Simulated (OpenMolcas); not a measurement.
# C2H5ClSi (SMILES ClC1C[SiH2]1): a chain of runs

Wanted: a series of 10 runs (HF/ANO-L-VDZP, CASSCF(10,10)/ANO-L-VDZP, CASPT2(10,10)/ANO-L-VDZP, CASPT2[IPEA 0.5](10,10)/ANO-L-VDZP, RASSCF(10,12)/ANO-L-VDZP, MC-PDFT[tPBE](10,10)/ANO-L-VDZP, CASPT2[IPEA 0](10,10)/ANO-L-VDZP) of C2H5ClSi. 

Program for the calculation: OpenMolcas 26.06.

1 further run of the same task is left out (set aside as unsound or not needed).

**1. The structure to begin with**

C2H5ClSi: 9 atoms, total charge 0, spin state singlet. SMILES: `ClC1C[SiH2]1`. Geometry: relaxed at PBE0-D4/def2-TZVP.

Bond lengths: Cl1–C2 1.761 Å, C2–C3 1.532 Å, C2–Si4 1.855 Å, C3–Si4 1.853 Å, C2–H5 1.084 Å, C3–H6 1.086 Å, C3–H7 1.085 Å, Si4–H8 1.475 Å, Si4–H9 1.478 Å. Some angles: Cl1–C2–C3 117.2°, Cl1–C2–Si4 122.4°, C3–C2–Si4 65.5°, C2–C3–Si4 65.7°, C2–Si4–C3 48.8°, Cl1–C2–H5 110.3°, C3–C2–H5 115.4°, Si4–C2–H5 119.3°, C2–C3–H6 115.0°, C2–C3–H7 116.2°.

**2. The energy at HF/ANO-L-VDZP (RICD fitting) (run 1)**

The input, step1.inp:

```
&GATEWAY
  Coord
  9
  bohr
  Cl    -1.15311088    -0.78725990    -4.26000960
  C     -0.83639278     0.70581271    -1.30372205
  C      1.75820119     0.57655544    -0.02702308
  Si    -0.78896066    -1.08678149     1.70812344
  H     -1.69999762     2.56360246    -1.35020932
  H      3.13562256    -0.60905873    -0.97925608
  H      2.54300445     2.36007896     0.61246024
  H     -0.85566799    -3.87034808     1.58491330
  H     -1.93489058     0.06009329     3.98221986
  Basis
  ANO-L-VDZP
  Group
  NoSym
  RICD

&SEWARD

&SCF
  PrOrbitals
  1 2
```

Run with:

```console
$ export MOLCAS_MEM=1860
$ pymolcas step1.inp > step1.log
```

The program printed:

```text
--- Start Module: gateway ---
[...]
--- Stop Module: gateway /rc=_RC_ALL_IS_WELL_ ---
--- Start Module: seward ---
[...]
      Basis functions           89
--- Stop Module: seward /rc=_RC_ALL_IS_WELL_ ---
[...]
--- Start Module: scf ---
[...]
       Convergence after  11 Iterations
[...]
::    Total SCF energy                               -827.0705694252
[...]
      Total spin, S                                     0.0000000000
[...]
      Total electronic charge=   48.000000
      Total            charge=   -0.000000
[...]
      Dipole Moment (debye):
      Origin of the operator (angstrom)=   -0.2884   -0.2418   -0.6516
                   X=  3.0680E-01               Y=  5.1490E-01               Z=  2.3615E+00           Total=  2.4364E+00
      Quadrupole Moment (debye*angstrom):
[...]
--- Stop Module: scf /rc=_RC_ALL_IS_WELL_ ---
[...]
```

It took 3.6 s on 1 thread of Intel Xeon 6975P-C (Granite Rapids), shared host; peak memory 0.081 GiB.

**3. The vertical excitations at CASSCF(10,10)/ANO-L-VDZP (RICD fitting, 6 states averaged) (run 2)**

The input, step2.input:

```
>>> EXPORT MOLCAS_PRINT=2
&GATEWAY
Coord
9
bohr
Cl    -1.15311088    -0.78725990    -4.26000960
C     -0.83639278     0.70581271    -1.30372205
C      1.75820119     0.57655544    -0.02702308
Si    -0.78896066    -1.08678149     1.70812344
H     -1.69999762     2.56360246    -1.35020932
H      3.13562256    -0.60905873    -0.97925608
H      2.54300445     2.36007896     0.61246024
H     -0.85566799    -3.87034808     1.58491330
H     -1.93489058     0.06009329     3.98221986
Basis
ANO-L-VDZP
Group
NoSym
RICD
&SEWARD
&RASSCF
FileOrb
$CurrDir/step1.ScfOrb
Spin
1
Nactel
10 0 0
Inactive
19
Ras2
10
CIRoot
6 6 1
OrbListing
Few
```

Run with:

```console
$ export MOLCAS_MEM=1860
$ pymolcas step2.input > step2.log
```

The program printed:

```text
--- Start Module: gateway ---
[...]
      Basis functions           89
[...]
      Number of active orbitals                 10
[...]
      Spin quantum number                      0.0
[...]
      Active orbitals                           10
[...]
      Number of CSFs                         19404
[...]
      Number of root(s) required                 6
[...]
      Convergence after 89 iterations
[...]
      Natural orbitals and occupation numbers for root  1
      sym 1:   1.998419   1.971013   1.990827   1.975145   1.981238   0.024610   0.005538   0.031211   0.019858   0.002140
      Natural orbitals and occupation numbers for root  2
      sym 1:   1.982001   1.969172   1.984891   1.956416   1.214931   0.796254   0.029084   0.040381   0.022766   0.004104
      Natural orbitals and occupation numbers for root  3
      sym 1:   1.985876   1.971045   1.982671   1.965578   1.016391   0.045978   0.008244   0.026972   0.017348   0.979897
      Natural orbitals and occupation numbers for root  4
      sym 1:   1.980749   1.966976   1.987964   1.766433   1.225462   0.231031   0.775032   0.036027   0.026425   0.003903
      Natural orbitals and occupation numbers for root  5
      sym 1:   1.977155   1.967361   1.989512   1.212126   1.812966   0.794198   0.174376   0.045306   0.022471   0.004530
      Natural orbitals and occupation numbers for root  6
      sym 1:   1.955716   1.969183   1.985754   1.069677   1.959752   0.063185   0.004974   0.029686   0.020332   0.941742
[...]
::    RASSCF root number  1 Total energy:   -827.11745194
::    RASSCF root number  2 Total energy:   -826.87131862
::    RASSCF root number  3 Total energy:   -826.86133491
::    RASSCF root number  4 Total energy:   -826.84825344
::    RASSCF root number  5 Total energy:   -826.84288556
::    RASSCF root number  6 Total energy:   -826.81742445
[...]
```

Run time: 1.8 min. Hardware: 1 thread of Intel Xeon 6975P-C (Granite Rapids), shared host; peak memory 0.081 GiB.

The roots found:

```csv
excited state,energy (eV)
1,6.698
2,6.969
3,7.325
4,7.471
5,8.164
```

Runs 3 to 7 aren't shown in full; the table further down has their settings and results.

**4. The vertical excitations at MC-PDFT[tPBE](10,10)/ANO-L-VDZP (RICD fitting, 6 states averaged) (run 8)**

The input, step8.inp:

```
&GATEWAY
  Coord
  9
  bohr
  Cl    -1.15311088    -0.78725990    -4.26000960
  C     -0.83639278     0.70581271    -1.30372205
  C      1.75820119     0.57655544    -0.02702308
  Si    -0.78896066    -1.08678149     1.70812344
  H     -1.69999762     2.56360246    -1.35020932
  H      3.13562256    -0.60905873    -0.97925608
  H      2.54300445     2.36007896     0.61246024
  H     -0.85566799    -3.87034808     1.58491330
  H     -1.93489058     0.06009329     3.98221986
  Basis
  ANO-L-VDZP
  Group
  NoSym
  RICD

&SEWARD

&RASSCF
  FileOrb
  $CurrDir/step2.RasOrb
  Spin
  1
  Nactel
  10 0 0
  Inactive
  19
  Ras2
  10
  CIRoot
  6 6 1
  OrbListing
  Few

&MCPDFT
  KSDFT
  T:PBE
```

Run with:

```console
$ export MOLCAS_MEM=1860
$ pymolcas step8.inp > step8.log
```

The program printed:

```text
--- Start Module: gateway ---
[...]
      Basis functions           89
[...]
      Number of active orbitals                 10
[...]
      Spin quantum number                      0.0
[...]
      Active orbitals                           10
[...]
      Number of CSFs                         19404
[...]
      Number of root(s) required                 6
[...]
      Convergence after  7 iterations
[...]
      Natural orbitals and occupation numbers for root  1
      sym 1:   1.998420   1.971015   1.990830   1.975145   1.981239   0.024609   0.005537   0.031210   0.019856   0.002140
      Natural orbitals and occupation numbers for root  2
      sym 1:   1.982003   1.969174   1.984891   1.956434   1.214939   0.796245   0.029074   0.040377   0.022759   0.004103
      Natural orbitals and occupation numbers for root  3
      sym 1:   1.985874   1.971046   1.982671   1.965578   1.016384   0.045969   0.008243   0.026971   0.017349   0.979915
      Natural orbitals and occupation numbers for root  4
      sym 1:   1.980746   1.966974   1.987963   1.766150   1.225749   0.231325   0.774735   0.036032   0.026425   0.003902
      Natural orbitals and occupation numbers for root  5
      sym 1:   1.977163   1.967364   1.989512   1.212260   1.812795   0.794052   0.174560   0.045293   0.022473   0.004529
      Natural orbitals and occupation numbers for root  6
      sym 1:   1.955733   1.969184   1.985755   1.069699   1.959755   0.063169   0.004973   0.029681   0.020331   0.941720
[...]
::    RASSCF root number  1 Total energy:   -827.11745050
::    RASSCF root number  2 Total energy:   -826.87132266
[...]
::    MCPDFT root number  3 Total energy:   -828.20233533
::    MCPDFT root number  4 Total energy:   -828.17947546
::    MCPDFT root number  5 Total energy:   -828.18390809
::    MCPDFT root number  6 Total energy:   -828.16597727
[...]
```

It took 18 s on 1 thread of Intel Xeon 6975P-C (Granite Rapids), shared host; peak memory 0.081 GiB.

The roots found:

```csv
excited state,energy (eV)
1,5.451
2,6.047
3,6.669
4,6.548
5,7.036
```

Run 9 isn't shown in full; the table further down has it.

**5. Energy and forces at CASSCF(10,10)/ANO-L-VDZP (RICD fitting, root 3, 6 states averaged) (run 10)**

The input, step10.input:

```
&GATEWAY
COORD
9
bohr
Cl    -1.15311088    -0.78725990    -4.26000960
C     -0.83639278     0.70581271    -1.30372205
C      1.75820119     0.57655544    -0.02702308
Si    -0.78896066    -1.08678149     1.70812344
H     -1.69999762     2.56360246    -1.35020932
H      3.13562256    -0.60905873    -0.97925608
H      2.54300445     2.36007896     0.61246024
H     -0.85566799    -3.87034808     1.58491330
H     -1.93489058     0.06009329     3.98221986
BASIS
ANO-L-VDZP
GROUP
NoSym
RICD
&SEWARD
&RASSCF
FILEORB
$CurrDir/step2.RasOrb
SPIN
1
NACTEL
10 0 0
INACTIVE
19
RAS2
10
CIROOT
6 6 1
RLXROOT
3
ORBLISTING
Few
&ALASKA
```

Run with:

```console
$ export MOLCAS_MEM=1860
$ pymolcas step10.input > step10.log
```

The program printed:

```text
--- Start Module: gateway ---
[...]
      Basis functions           89
[...]
      Number of active orbitals                 10
[...]
      Spin quantum number                      0.0
[...]
      Active orbitals                           10
[...]
      Number of CSFs                         19404
[...]
      Number of root(s) required                 6
[...]
      Convergence after  7 iterations
[...]
      Natural orbitals and occupation numbers for root  1
      sym 1:   1.998420   1.971015   1.990830   1.975145   1.981239   0.024609   0.005537   0.031210   0.019856   0.002140
      Natural orbitals and occupation numbers for root  2
      sym 1:   1.982003   1.969174   1.984891   1.956434   1.214939   0.796245   0.029074   0.040377   0.022759   0.004103
      Natural orbitals and occupation numbers for root  3
      sym 1:   1.985874   1.971046   1.982671   1.965578   1.016384   0.045969   0.008243   0.026971   0.017349   0.979915
      Natural orbitals and occupation numbers for root  4
      sym 1:   1.980746   1.966974   1.987963   1.766150   1.225749   0.231325   0.774735   0.036032   0.026425   0.003902
      Natural orbitals and occupation numbers for root  5
      sym 1:   1.977163   1.967364   1.989512   1.212260   1.812795   0.794052   0.174560   0.045293   0.022473   0.004529
      Natural orbitals and occupation numbers for root  6
      sym 1:   1.955733   1.969184   1.985755   1.069699   1.959755   0.063169   0.004973   0.029681   0.020331   0.941720
[...]
::    RASSCF root number  1 Total energy:   -827.11745050
::    RASSCF root number  2 Total energy:   -826.87132266
::    RASSCF root number  3 Total energy:   -826.86133606
::    RASSCF root number  4 Total energy:   -826.84825468
::    RASSCF root number  5 Total energy:   -826.84288356
::    RASSCF root number  6 Total energy:   -826.81742145
[...]
```

Run time: 38 s. Hardware: 1 thread of Intel Xeon 6975P-C (Granite Rapids), shared host; peak memory 0.081 GiB.

The roots found:

```csv
excited state,energy (eV)
1,6.697
2,6.969
3,7.325
4,7.471
5,8.164
```

**6. All runs side by side**

```csv
run,level,starting guess,task,partner,energy (Eh),dipole moment (D) of the reference,wall time
1,HF/ANO-L-VDZP (RICD fitting),–,energy,base,-827.070569,2.44,3.6 s
2,"CASSCF(10,10)/ANO-L-VDZP (RICD fitting, 6 states averaged)",orbitals of step 1,excited,base,-827.117452,2.12,1.8 min
3,"CASPT2(10,10)/ANO-L-VDZP (RICD fitting, ipea shift 0.25 Eh, pt2 variant SS, 6 states averaged)",orbitals of step 2,excited,base,-827.593213,2.12,61 s
4,"CASSCF(10,10)/ANO-L-VDZP (RICD fitting, 6 states averaged)",orbitals of step 2,excited,base,-827.117451,2.12,27 s
5,"CASPT2[IPEA 0.5](10,10)/ANO-L-VDZP (RICD fitting, ipea shift 0.5 Eh, pt2 variant SS, real shift 0.2 Eh)",orbitals of step 2,energy,triplet,-827.400600,3.30,31 s
6,"CASPT2(10,10)/ANO-L-VDZP (RICD fitting, casscf solver Tight, ipea shift 0.25 Eh, pt2 variant RMS, 6 states averaged)",orbitals of step 2,excited,base,-827.592995,2.12,91 s
7,"RASSCF(10,12)/ANO-L-VDZP (RICD fitting, 6 states averaged)",orbitals of step 2,excited,base,-827.131750,2.41,25 s
8,"MC-PDFT[tPBE](10,10)/ANO-L-VDZP (RICD fitting, 6 states averaged)",orbitals of step 2,excited,base,-828.424546,2.12,18 s
9,"CASPT2[IPEA 0](10,10)/ANO-L-VDZP (RICD fitting, ipea shift 0 Eh, pt2 variant XMS, 6 states averaged)",orbitals of step 2,excited,base,-827.603409,2.12,1.8 min
10,"CASSCF(10,10)/ANO-L-VDZP (RICD fitting, root 3, 6 states averaged)",orbitals of step 2,gradient,base,-826.861336,–,38 s
```

**7. Results**

```
                                                                           quantity          value
                                 run 10, CASSCF(10,10)/ANO-L-VDZP: energy of root 3  -826.86134 Eh
                         run 10, CASSCF(10,10)/ANO-L-VDZP: largest force on an atom     5.864 eV/Å
run 10, CASSCF(10,10)/ANO-L-VDZP: lowest excitation energy within this active space        6.70 eV
```

All runs together took 8.5 min, the longest 1.8 min.
